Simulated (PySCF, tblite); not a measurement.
# C₃H₄BF₄N: a rotation path, then NMR shifts on frames

Aim: move C₃H₄BF₄N (`F[BH2-][N+]#CCC(F)(F)F`) away from its starting geometry and see how NMR shifts follow the geometry.

The runs use tblite 0.8.0 and PySCF 2.14.0, with density-fitted response routines of our own; the level of theory stands in each step. All values are computed, except where a source is named. Atoms count from 0, in the outputs and in this text.

**1. The molecule as given**

13 atoms, charge 0, multiplicity 1; geometry from: GFN2-xTB.

Bonds of the start (Å): F0–B1 1.39, B1–N2 1.51, N2–C3 1.15, C3–C4 1.44, C4–C5 1.53, C5–F6 1.33, C5–F7 1.33, C5–F8 1.34, B1–H9 1.19, B1–H10 1.19, C4–H11 1.10, C4–H12 1.10.

**2. A band between two rotamers with GFN2-xTB**

Job settings and geometry (Å):

```
{"job": {"kind": "neb", "xc": "GFN2-xTB", "basis": "xTB", "atoms": [3, 4, 5, 8], "turn": 120}, "charge": 0, "multiplicity": 1}
F      3.036743     1.268598    -0.016699
B      2.766144    -0.065253    -0.302675
N      1.272423    -0.184737    -0.080047
C      0.165629    -0.015019     0.171564
C     -1.227350     0.169571     0.466323
C     -2.101591    -0.114764    -0.761396
F     -1.807010     0.681359    -1.788030
F     -1.975659    -1.375791    -1.180855
F     -3.392684     0.075947    -0.468664
H      2.935960    -0.333791    -1.448401
H      3.258216    -0.810276     0.483935
H     -1.541532    -0.502916     1.271839
H     -1.393678     1.207557     0.774132
```

Method: GFN2-xTB climbing-image nudged elastic band, gas phase.

Started as:

```
$ OMP_NUM_THREADS=1 python probes_run.py task.json out
```

One launch serves the whole session: the jobs run in the order shown.

What it wrote:

```text
image   E - E0 / eV
  0      -0.0000
  1       0.0121
  2       0.0383
  3       0.0637
  4       0.0732
  5       0.0611
  6       0.0350
  7       0.0104
  8       0.0001
```

It took 9 s on 1 thread, shared host.

The final band, with the dihedral C3–C4–C5–F8:

| image | dihedral (°) | energy (eV) | energy (kcal/mol) |
| --- | --- | --- | --- |
| 0 | -179 | 0.000 | 0.0 |
| 1 | -165 | 0.012 | 0.3 |
| 2 | -150 | 0.038 | 0.9 |
| 3 | -135 | 0.064 | 1.5 |
| 4 | -119 | 0.073 | 1.7 |
| 5 | -104 | 0.061 | 1.4 |
| 6 | -89 | 0.035 | 0.8 |
| 7 | -74 | 0.010 | 0.2 |
| 8 | -60 | 0.000 | 0.0 |

**3. NMR shieldings: image 0, PBE0/pcSseg-1**

Job settings and geometry (Å):

```
{"job": {"kind": "nmr", "xc": "PBE0", "basis": "pcSseg-1", "pop": false}, "charge": 0, "multiplicity": 1}
F      3.036700     1.268600    -0.016700
B      2.766100    -0.065300    -0.302700
N      1.272400    -0.184700    -0.080000
C      0.165600    -0.015000     0.171600
C     -1.227400     0.169600     0.466300
C     -2.101600    -0.114800    -0.761400
F     -1.807000     0.681400    -1.788000
F     -1.975700    -1.375800    -1.180900
F     -3.392700     0.075900    -0.468700
H      2.936000    -0.333800    -1.448400
H      3.258200    -0.810300     0.483900
H     -1.541500    -0.502900     1.271800
H     -1.393700     1.207600     0.774100
```

Method: GIAO PBE0/pcSseg-1 NMR shielding, non-relativistic, gas phase.

What it wrote:

```text
coarse grid: 12232 points
cycle   1  E = -594.7638925510  dE =  1.488e+00  |g| = 1.081e+00  |ddm| = 3.137e+00
cycle   2  E = -594.2778114013  dE =  4.861e-01  |g| = 1.981e+00  |ddm| = 2.078e+00
cycle   3  E = -594.9718826273  dE = -6.941e-01  |g| = 2.740e-01  |ddm| = 1.488e+00
cycle   4  E = -594.9828245566  dE = -1.094e-02  |g| = 1.534e-01  |ddm| = 2.124e-01
cycle   5  E = -594.9873577212  dE = -4.533e-03  |g| = 3.905e-02  |ddm| = 9.002e-02
cycle   6  E = -594.9876330993  dE = -2.754e-04  |g| = 6.959e-03  |ddm| = 2.827e-02
cycle   7  E = -594.9876402815  dE = -7.182e-06  |g| = 2.207e-03  |ddm| = 5.270e-03
final grid: 123728 points
cycle   8  E = -595.0615656754  dE = -6.074e-05  |g| = 5.311e-03  |ddm| = 2.554e-02
cycle   9  E = -595.0615636547  dE =  2.021e-06  |g| = 6.752e-03  |ddm| = 8.031e-03
cycle  10  E = -595.0615716305  dE = -7.976e-06  |g| = 1.092e-03  |ddm| = 4.095e-03
cycle  11  E = -595.0615717743  dE = -1.438e-07  |g| = 6.422e-04  |ddm| = 9.618e-04
cycle  12  E = -595.0615718547  dE = -8.044e-08  |g| = 1.710e-04  |ddm| = 3.903e-04
cycle  13  E = -595.0615718603  dE = -5.571e-09  |g| = 2.485e-05  |ddm| = 1.141e-04
cycle  14  E = -595.0615718604  dE = -1.112e-10  |g| = 8.221e-06  |ddm| = 1.858e-05
converged SCF energy = -595.0615718604

GIAO shielding tensors (ppm)
atom      isotropic    diamagn.    paramagn.     s11        s22        s33       span
  0 F      423.145     470.055     -46.911    344.783    356.992    567.660    222.877
  1 B      112.538     187.995     -75.457    101.046    105.970    130.599     29.553
  2 N       17.872     332.745    -314.873   -155.793   -122.958    332.369    488.162
  3 C       62.598     269.561    -206.962    -18.807    -12.816    219.418    238.226
  4 C      159.108     248.488     -89.380    143.607    153.368    180.350     36.744
  5 C       55.687     241.641    -185.954     50.804     57.518     58.739      7.935
  6 F      246.086     473.876    -227.790    167.022    242.355    328.882    161.860
  7 F      244.645     473.694    -229.049    164.800    239.200    329.935    165.135
  8 F      244.174     467.399    -223.225    164.176    233.638    334.708    170.532
  9 H       28.300      29.994      -1.694     25.251     28.817     30.830      5.579
 10 H       28.298      29.616      -1.318     25.126     28.687     31.082      5.956
 11 H       28.133      27.171       0.963     23.693     27.282     33.424      9.731
 12 H       28.040      27.313       0.726     23.811     27.327     32.980      9.169
```

Run time: 75 s. Hardware: 1 thread, shared host.

The references, computed at this level on geometries of the same kind, shield at (ppm): 1H TMS 31.72, 13C TMS 186.9, 19F CFCl3 170.9, 15N NH3 267.7, 11B BF3·OEt2 100.1. Their shielding less the atom's gives the shift. The references are single molecules in the gas phase, so shifts against H2O, NH3, PH3, H3PO4 or CFCl3 are not on the usual liquid scales and can be off by tens of ppm. Each atom is listed at this fixed geometry, with no averaging over motion; a spectrum would average atoms that exchange fast.

| atoms | environment | σ (ppm) | δ (ppm) |
| --- | --- | --- | --- |
| C5 | CF3 carbon | 55.7 | 131.2 |
| C3 | nitrilium-type carbon | 62.6 | 124.3 |
| C4 | sp3 CH2 α to a nitrile | 159.1 | 27.8 |
| H12 | hydrogen on an sp3 CH2 α to a nitrile | 28.04 | 3.68 |
| H11 | hydrogen on an sp3 CH2 α to a nitrile | 28.13 | 3.58 |
| H10 | hydrogen on a boron bonded to F, N | 28.30 | 3.42 |
| H9 | hydrogen on a boron bonded to F, N | 28.30 | 3.42 |
| F8 | fluorine of a CF3 group | 244.2 | -73.2 |
| F7 | fluorine of a CF3 group | 244.6 | -73.7 |
| F6 | fluorine of a CF3 group | 246.1 | -75.1 |
| F0 | fluorine bonded to B | 423.1 | -252.2 |
| B1 | boron bonded to F, N, 2 H | 112.5 | -12.5 |
| N2 | donor nitrogen of a Lewis adduct | 17.9 | 249.9 |

Orbitals, density, ELF and potential are computed afterwards from the orbital file.

Frontier orbitals at PBE0/pcSseg-1, with the share of their density that lies nearest to each atom:

| orbital | energy (eV) | lies on |
| --- | --- | --- |
| HOMO | -7.54 | H9, H10 about 28 % each; F0 26 %; B1 11 % |
| LUMO | -1.59 | C3 38 %; N2 31 %; H12 9 % |

ELF in a plane through or near 7 of the atoms.

Values, 10 rows by 14 columns:
```
0.00 0.00 0.00 0.00 0.00 0.00 0.00 0.00 0.00 0.00 0.00 0.00 0.00 0.00
0.00 0.00 0.00 0.00 0.00 0.00 0.00 0.00 0.01 0.00 0.00 0.00 0.00 0.00
0.00 0.00 0.00 0.00 0.00 0.00 0.02 0.02 0.09 0.05 0.00 0.00 0.00 0.00
0.00 0.00 0.00 0.02 0.02 0.16 0.53 0.31 0.66 0.40 0.01 0.06 0.00 0.00
0.00 0.00 0.05 0.37 0.24 0.75 0.80 0.76 0.55 0.55 0.51 0.73 0.06 0.00
0.00 0.00 0.09 0.22 0.41 0.77 0.84 0.68 0.69 0.32 0.77 0.84 0.16 0.00
0.00 0.00 0.24 0.98 0.96 0.26 0.45 0.07 0.11 0.38 0.23 0.64 0.08 0.00
0.00 0.00 0.54 1.00 1.00 0.07 0.01 0.00 0.02 0.05 0.01 0.01 0.00 0.00
0.00 0.00 0.03 0.76 0.79 0.03 0.00 0.00 0.00 0.00 0.00 0.00 0.00 0.00
0.00 0.00 0.00 0.00 0.00 0.00 0.00 0.00 0.00 0.00 0.00 0.00 0.00 0.00
```
The map spans 12.0 Å across and 7.9 Å up, centred on the molecule. Atoms in the plane (x, y in Å): B1 (-2.8, -0.2), N2 (-1.3, 0.1), C3 (-0.2, 0.4), C4 (1.2, 0.7), C5 (2.1, -0.5), F8 (3.4, -0.1), H9 (-2.9, -1.3).

log10 of the density (e/Å³) in the same plane.

Ten even steps from ' ' (-4.0) to '@' (1.7):
```
                                                        
                                                        
                            ....::::....                
            ....    ......::::--------::..              
        ............::::::------====--::::              
      ..::::----::::----======++++++==--::::..          
    ..::::--============++++++******++==------::..      
    ..::--==++++++++++********##%%##**++++++====::      
    ..--==++********######@@####@@##**++**##**++--..    
    ..--==++**########%%##%%##########**##%%##**==::    
    ..--==++**@@%%####%%####******######%%@@%%**==::    
    ..::==++**####****##****++++**##@@####%%##++==::    
    ..::==++**##****++++++======++**##******++==--..    
    ..::--++**##**++======----==++****++++====--::      
    ..::--==++**++==----::::::--==++++++==--::..        
      ..::--======--::::......::--======--::            
      ..::----------::..      ..::------::..            
        ..::::::::::..            ......                
            ........                                    
                                                        
```
The map spans 12.0 Å across and 7.9 Å up, centred on the molecule. Atoms in the plane (x, y in Å): B1 (-2.8, -0.2), N2 (-1.3, 0.1), C3 (-0.2, 0.4), C4 (1.2, 0.7), C5 (2.1, -0.5), F8 (3.4, -0.1), H9 (-2.9, -1.3).

On the surface of density 0.002 e/bohr³ the electrostatic potential runs, from the 1st to the 99th percentile, from -1.95 V near F0 to 2.50 V near H11.

**4. NMR shieldings: image 2, PBE0/pcSseg-1**

Job settings and geometry (Å):

```
{"job": {"kind": "nmr", "xc": "PBE0", "basis": "pcSseg-1", "pop": false}, "charge": 0, "multiplicity": 1}
F      3.027600     1.326500     0.099600
B      2.768400     0.026200    -0.320000
N      1.283600    -0.147100    -0.094600
C      0.172200    -0.059200     0.177100
C     -1.224600     0.067400     0.482100
C     -2.107300    -0.131300    -0.762000
F     -1.502800     0.238200    -1.889500
F     -2.471700    -1.408600    -0.906200
F     -3.231400     0.585300    -0.662100
H      2.920900    -0.116900    -1.490700
H      3.282500    -0.789400     0.377600
H     -1.522800    -0.666800     1.237900
H     -1.399100     1.076300     0.871700
```

With the program's defaults for keys left out, this is: GIAO PBE0/pcSseg-1 NMR shielding, non-relativistic, gas phase.

What it wrote:

```text
coarse grid: 12232 points
cycle   1  E = -594.7608007970  dE =  1.492e+00  |g| = 1.084e+00  |ddm| = 3.135e+00
cycle   2  E = -594.2700477671  dE =  4.908e-01  |g| = 1.988e+00  |ddm| = 2.098e+00
cycle   3  E = -594.9698999420  dE = -6.999e-01  |g| = 2.741e-01  |ddm| = 1.511e+00
cycle   4  E = -594.9808068859  dE = -1.091e-02  |g| = 1.544e-01  |ddm| = 2.137e-01
cycle   5  E = -594.9853971904  dE = -4.590e-03  |g| = 3.919e-02  |ddm| = 9.077e-02
cycle   6  E = -594.9856748784  dE = -2.777e-04  |g| = 6.952e-03  |ddm| = 2.843e-02
cycle   7  E = -594.9856820940  dE = -7.216e-06  |g| = 2.227e-03  |ddm| = 5.265e-03
final grid: 123728 points
cycle   8  E = -595.0591497151  dE = -5.854e-05  |g| = 5.062e-03  |ddm| = 2.615e-02
cycle   9  E = -595.0591484317  dE =  1.283e-06  |g| = 6.188e-03  |ddm| = 7.793e-03
cycle  10  E = -595.0591552684  dE = -6.837e-06  |g| = 1.036e-03  |ddm| = 3.714e-03
cycle  11  E = -595.0591553981  dE = -1.296e-07  |g| = 5.670e-04  |ddm| = 8.898e-04
cycle  12  E = -595.0591554583  dE = -6.026e-08  |g| = 1.862e-04  |ddm| = 3.632e-04
cycle  13  E = -595.0591554650  dE = -6.716e-09  |g| = 2.321e-05  |ddm| = 1.130e-04
cycle  14  E = -595.0591554651  dE = -9.800e-11  |g| = 7.234e-06  |ddm| = 1.805e-05
converged SCF energy = -595.0591554651

GIAO shielding tensors (ppm)
atom      isotropic    diamagn.    paramagn.     s11        s22        s33       span
  0 F      426.261     469.888     -43.627    351.958    358.901    567.924    215.965
  1 B      112.814     188.087     -75.273    101.013    106.195    131.235     30.222
  2 N       16.631     332.555    -315.924   -154.798   -121.228    325.919    480.718
  3 C       63.437     269.666    -206.228    -16.993    -13.196    220.502    237.495
  4 C      157.876     249.279     -91.403    140.738    150.157    182.733     41.995
  5 C       55.944     240.678    -184.734     50.207     57.799     59.826      9.619
  6 F      246.056     475.011    -228.955    169.565    241.837    326.766    157.201
  7 F      235.958     471.028    -235.069    159.402    217.838    330.635    171.234
  8 F      237.058     467.847    -230.789    161.054    218.938    331.183    170.129
  9 H       28.273      30.009      -1.736     25.197     28.868     30.753      5.556
 10 H       28.302      29.618      -1.316     25.095     28.734     31.077      5.982
 11 H       28.029      27.112       0.917     23.808     27.174     33.104      9.296
 12 H       27.872      27.700       0.172     23.317     27.763     32.535      9.218
```

It took 52 s on 1 thread, shared host.

In short: δ C5 131.0, C3 123.5, C4 29.0, F7 -65.0, H12 3.85, H11 3.69 ppm.

[end of part 1 of 2]
